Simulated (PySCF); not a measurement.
# C5H12O2Si2: NMR shifts

Wanted: the NMR shifts of C5H12O2Si2 (`C=CO[Si@](O)([SiH3])C1CC1`), by calculation.

The runs use PySCF 2.14.0, with density-fitted response routines of our own; the level of theory stands in each step. All values are computed, except where a source is named. Atoms count from 0, in the outputs and in this text.

### Step 1. The starting structure

21 atoms, charge 0, multiplicity 1; geometry from: GFN2-xTB.

Bonds of the start (Å): C0–C1 1.32, C1–O2 1.34, O2–Si3 1.65, Si3–O4 1.64, Si3–Si5 2.30, Si3–C6 1.88, C6–C7 1.50, C7–C8 1.49, C8–C6 1.50, C0–H9 1.07, C0–H10 1.07, C1–H11 1.08, O4–H12 0.96, Si5–H13 1.47, Si5–H14 1.47, Si5–H15 1.47, C6–H16 1.09, C7–H17 1.08, C7–H18 1.08, C8–H19 1.08, C8–H20 1.08.

### Step 2. Shielding tensors: PBE0/pcSseg-1

The job: settings as JSON, then the geometry in Å.

```
{"job": {"kind": "nmr", "xc": "PBE0", "basis": "pcSseg-1"}, "charge": 0, "multiplicity": 1}
C      3.348393     0.259685     0.088009
C      2.623342    -0.799850     0.396404
O      1.316489    -0.970130     0.142435
Si     0.153683     0.031457    -0.457682
O      0.511197     0.495434    -1.987126
Si    -0.112957     2.036505     0.633674
C     -1.312157    -1.151546    -0.440845
C     -2.693566    -0.579962    -0.578641
C     -2.259946    -1.163281     0.723811
H      2.923173     1.105031    -0.421624
H      4.390519     0.305357     0.338821
H      3.049166    -1.660797     0.898775
H      0.756530    -0.139443    -2.659180
H     -0.704338     1.849195     1.966121
H      1.138653     2.779610     0.844785
H     -1.009383     2.958832    -0.070842
H     -1.159291    -2.114873    -0.917235
H     -2.796638     0.493538    -0.641076
H     -3.422920    -1.118194    -1.166192
H     -2.065864    -0.491731     1.547268
H     -2.683005    -2.107893     1.032249
```

With the program's defaults for keys left out, this is: GIAO PBE0/pcSseg-1 NMR shielding, non-relativistic, gas phase.

Launch:

```
> OMP_NUM_THREADS=1 python probes_run.py task.json out
```

One launch serves the whole session: the jobs run in the order shown.

What will the session give for the following? ¹³C shifts against TMS (PBE0/pcSseg-1); ¹H shifts against TMS (PBE0/pcSseg-1, means over atoms taken as alike); ¹⁷O shifts against H2O (PBE0/pcSseg-1); ²⁹Si shifts against TMS (PBE0/pcSseg-1). Wanted: ¹³C shifts against TMS; ¹H shifts against TMS; ¹⁷O shifts against H2O; ²⁹Si shifts against TMS.

As calculated:

```
                                                              quantity                                                            value
                                ¹³C shifts against TMS (PBE0/pcSseg-1)                                   155.4, 97.8, 4.1, 2.0, 0.4 ppm
¹H shifts against TMS (PBE0/pcSseg-1, means over atoms taken as alike)  6.67, 4.78, 4.44, 3.21, 2.25, 0.55, 0.50, 0.22, 0.07, -0.05 ppm
                                ¹⁷O shifts against H2O (PBE0/pcSseg-1)                                                  158.0, 68.0 ppm
                               ²⁹Si shifts against TMS (PBE0/pcSseg-1)                                                 -0.1, -137.9 ppm
```

What this shows: At PBE0/pcSseg-1: Shielding is most anisotropic at C1 (span 185 ppm, paramagnetic term -214 ppm).
